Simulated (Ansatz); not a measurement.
**Ba3Y under changes of volume**

One of the cells (51.849 Å³/atom); the others are scaled copies at fixed shape and fractional positions:

```xyz
4
Lattice="-2.9560 2.9560 5.9338 2.9560 -2.9560 5.9338 2.9560 2.9560 -5.9338" Properties=species:S:1:pos:R:3 pbc="T T T"
Ba    0.0000    0.0000    5.9338
Ba    2.9560    0.0000    2.9669
Ba    0.0000    2.9560    2.9669
Y     0.0000    0.0000    0.0000
```

The cell comes from a database or a generator and needn't be the stable form of this composition.

| Property | Result |
| --- | --- |
| Program | Ansatz 0.2.0 |
| Functional | PBE |
| Potentials or basis | Ansatz PAW |
| Cutoff | 420 eV (not typed: the program's choice for these potentials) |
| k mesh | 7 × 7 × 7 |
| Occupations | fermi-dirac, width 0.05 eV |
| Spin | no spin polarisation |

```csv
volume (Å³/atom),energy over the lowest point (meV/atom),pressure (GPa)
48.738,?,?
49.775,1.60,0.4
50.812,0.00,0.1
51.849,0.05,-0.1
52.886,1.62,-0.3
53.923,4.57,-0.5
54.960,8.79,-0.7
```

Q: What does the run at 48.738 Å³/atom give?

A: Energy over the lowest point 5.00 meV/atom; pressure 0.7 GPa.

Worked out: A Birch-Murnaghan fit of order 3 (a polynomial in V^(-2/3)) to the other rows has its minimum at 51.29 Å³/atom with B0 = V·E''(V) = 12.1 GPa and B' = 3.4 at fixed shape and positions, which overstates the stiffness. It gives 5.01 meV/atom at 48.738 Å³/atom, against the run's 5.00, and -dE/dV = 0.7 GPa, against 0.7.

Energies are extrapolated to zero smearing.
